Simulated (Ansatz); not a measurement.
# Sn2Sb3Te2: the cost of one run

Program: Ansatz 0.2.0. Level of theory: DFT PBE, scalar-relativistic, plane waves, PAW, unless a step names another level. These are calculated values, not measurements.

4 further runs of the same task are left out: 3 that didn't finish, 1 set aside as unsound or not needed. Runs told in other sessions of the task aren't counted.

### Step 1. The starting structure

It takes space group R-3m (No. 166, trigonal). The conventional cell has a = 4.337 Å, b = 4.337 Å, c = 40.179 Å, α = 90.00°, β = 90.00°, γ = 120.00°. Around Sn (site symmetry 3m) lie 3 Te at 3.07 Å and 3 Sb at 3.09 Å. Sb (site symmetry -3m) has 6 Sn at 3.09 Å in its first shell of neighbours. Sb (site symmetry 3m) has 3 Sb at 2.96 Å and 3 Te at 3.41 Å in its first shell of neighbours. Around Te (site symmetry 3m) lie 3 Sn at 3.07 Å and 3 Sb at 3.41 Å.

Coordinates:

```
CELL_PARAMETERS angstrom
2.16825 1.25184 13.39290
-2.16825 1.25184 13.39290
0.00000 -2.50368 13.39290
ATOMIC_POSITIONS crystal
Sn 0.71160 0.71160 0.71160
Sn 0.28840 0.28840 0.28840
Sb 0.00000 0.00000 0.00000
Sb 0.14693 0.14693 0.14693
Sb 0.85307 0.85307 0.85307
Te 0.42251 0.42251 0.42251
Te 0.57749 0.57749 0.57749
```

It came out lowest among 15 distinct ends of the trial cells. At a tolerance of 0.05 Å it has space group R-3m (No. 166).

### Step 2. A stricter relaxation, on the response runs' mesh and smearing

input.yaml reads:

```yaml
crystal:
  lattice:
    - [2.1682532742, 1.2518416115, 13.3928979155]
    - [-2.1682532742, 1.2518416115, 13.3928979155]
    - [0.0, -2.5036832231, 13.3928979155]
  atoms:
    - { symbol: Sn, position: [0.7116019265, 0.7116019265, 0.7116019265] }
    - { symbol: Sn, position: [0.2883980735, 0.2883980735, 0.2883980735] }
    - { symbol: Sb, position: [0.0, 0.0, 0.0] }
    - { symbol: Sb, position: [0.1469334064, 0.1469334064, 0.1469334064] }
    - { symbol: Sb, position: [0.8530665936, 0.8530665936, 0.8530665936] }
    - { symbol: Te, position: [0.4225109881, 0.4225109881, 0.4225109881] }
    - { symbol: Te, position: [0.5774890119, 0.5774890119, 0.5774890119] }
basis:
  ecutwfc: 420
kpoints:
  mp_grid: { grid: [12, 12, 12] }
hamiltonian:
  xc: pbe
scf:
  occupations: { method: gaussian, width: 0.1 }
output:
  forces: true
  stress: true
  eigenvalues: true
relax:
  adjacent_minimum: "off"
  f_tol: 0.001
  max_steps: 60
  cell: { stress_tol: 0.01 }
```

On the command line:

```console
> ansatz run input.yaml --threads 3 --pin off --max-ram 7680MiB --backend cpu --events-out ev --progress --plain --runs-dir out
```

Q: Estimate wall time and peak memory on 3 threads of AMD EPYC 9R45 (Zen 5), shared host.

About 56 s, with a peak of 1.9 GiB.
